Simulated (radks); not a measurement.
**Pb³⁺ in [Kr] 4d10 4f14 5s2 5p4 5d10 6s1 7s2: an all-electron calculation**

Aim: the levels, the sizes of the orbitals and the parts of the energy of the lead ion Pb3+.

Method: Dirac Kohn-Sham, exchange-only LDA, spin-unpolarised, spherical densities, point nucleus; open shells fill j = l - 1/2 first. Code: radks (a radial shooting solver on a logarithmic mesh, Libxc functionals) version 1.

### Step 1. Starting point

```
element       : lead (Z = 82)
charge        : +3
electrons     : 79
configuration : [Kr] 4d10 4f14 5s2 5p4 5d10 6s1 7s2
```

### Step 2. Self-consistent calculation

Settings of this run:

```text
Z 82
configuration [Kr] 4d10 4f14 5s2 5p4 5d10 6s1 7s2
relativity Dirac
functional lda,
spin unpolarised
j_filling energy
nucleus point
c 137.035999084
```

**Question.** What will this run give?

**Answer**, as computed:

| quantity | value |
| --- | --- |
| total energy | -20899.4282 hartree |
| exchange-correlation share of it | 1.76 % |
| −T/E | 1.1646 |
| highest occupied level | 7s1/2, -19.019 eV |
| most extended occupied level | 7s1/2, <r> = 3.95 bohr |
| radius at density 0.001 e/bohr³ | 5.22 bohr |
| maxima of the radial density | 5 |

**Reading.** 7 principal shells are occupied and 5 maxima appear in the radial density; where shells overlap, one shows as a shoulder or not at all. −T/E is 1.165: with relativity the kinetic term as defined here no longer equals −E. This is not the tabulated ground configuration, so its levels and sizes aren't those of the ground state, and no measured value stands beside it.
